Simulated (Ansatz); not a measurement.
Run this with Ansatz 0.2.0, Python API and show what comes out.

The script, `formation_mgcd3.py`:
```python
"""Is MgCd3 bound against its elements, after relaxing atoms and volume at fixed cell shape."""

from collections import Counter
import warnings

import ansatz as az
import numpy as np

XC = "r2scan"
ECUT = 620
K_SPACING = 0.16
OCCUPATIONS = "cold"
SIGMA = 0.1

PHASES = {
    "MgCd3": (
        [[0.0, 3.540325, 3.540325], [3.540325, 0.0, 3.540325], [3.540325, 3.540325, 0.0]],
        [
            ("Mg", [0.5, 0.5, 0.5]),
            ("Cd", [0.0, 0.0, 0.0]),
            ("Cd", [0.25, 0.25, 0.25]),
            ("Cd", [0.75, 0.75, 0.75]),
        ],
    ),
    "Mg": (
        [[3.2093, 0.0, 0.0], [-1.60465, 2.77933533, 0.0], [0.0, 0.0, 5.2103]],
        [
            ("Mg", [1 / 3, 2 / 3, 0.25]),
            ("Mg", [2 / 3, 1 / 3, 0.75]),
        ],
    ),
    "Cd": (
        [[2.97887, 0.0, 0.0], [-1.489435, 2.57977709, 0.0], [0.0, 0.0, 5.61765]],
        [
            ("Cd", [1 / 3, 2 / 3, 0.25]),
            ("Cd", [2 / 3, 1 / 3, 0.75]),
        ],
    ),
}


def build(vectors, sites):
    crystal = az.Crystal(lattice=az.Lattice.of(vectors))
    for symbol, position in sites:
        crystal = crystal.atom(symbol, position)
    return crystal


def ground_state(name, crystal):
    calc = (
        crystal.calculation()
        .functional(XC)
        .basis(ECUT)
        .kpoints(spacing=K_SPACING)
        .occupations(OCCUPATIONS, width=SIGMA)
        .stress()
    )
    calc = calc.relax(force_tolerance=0.03, fix_cell=["shape"])
    return calc.run(threads=1, pin="off")


def counts(outcome):
    return Counter(site.symbol for site in outcome.lattice.sites)

def formation_energy(outcome, mu):
    n = counts(outcome)
    return (outcome.report["energy_sigma0_ev"] - sum(k * mu[element] for element, k in n.items())) / sum(n.values())


def volume_per_atom(outcome):
    return abs(np.linalg.det(outcome.lattice.cell_ang)) / len(outcome.lattice.sites)

warnings.simplefilter("ignore", az.DeckWarning)

phases = {name: build(*cell) for name, cell in PHASES.items()}

done = {}
for name, crystal in phases.items():
    done[name] = ground_state(name, crystal)
    print(f"{name}: {done[name].report['energy_sigma0_ev']:.4f} eV, {len(done[name].lattice.sites)} atoms")

# energy of one atom in its reference phase
references = {"Mg": "Mg", "Cd": "Cd"}
mu = {element: done[name].report["energy_sigma0_ev"] / len(done[name].lattice.sites) for element, name in references.items()}

target = done["MgCd3"]
heat = formation_energy(target, mu)
n = counts(target)
print("cell content:", dict(n), " volume", round(volume_per_atom(target), 3), "A^3/atom")
print("formation energy", round(heat, 4), "eV/atom,", round(heat * sum(n.values()), 4), "eV per cell")
print("bound against the elements" if heat < 0 else "unbound against the elements")
```

Running `python formation_mgcd3.py` prints:
```text
MgCd3: -26730.9467 eV, 4 atoms
Mg: -3852.8151 eV, 2 atoms
Cd: -16536.3636 eV, 2 atoms
cell content: {<Element.MG: 'Mg'>: 1, <Element.CD: 'Cd'>: 3}  volume 21.257 A^3/atom
formation energy 0.0016 eV/atom, 0.0062 eV per cell
unbound against the elements
```

Total energies depend on the potentials; only differences at equal settings carry meaning. Atoms and volume are relaxed with the cell's shape held, which in cells of lower than cubic symmetry can hide stresses and shift volumes. The cells come from databases of deposited and of computed structures, and not all need be stable phases. The compound is the structure given, not necessarily its lowest; energies are at zero temperature, with no correction for gases. A semilocal functional's error on such energies is often 0.05 to 0.1 eV an atom, and 0.1 to 0.3 eV against gases such as O2 or F2. The whole script took 3.2 min on 1 thread of Arm Neoverse V2, with other jobs on the host, peak memory 0.97 GiB.
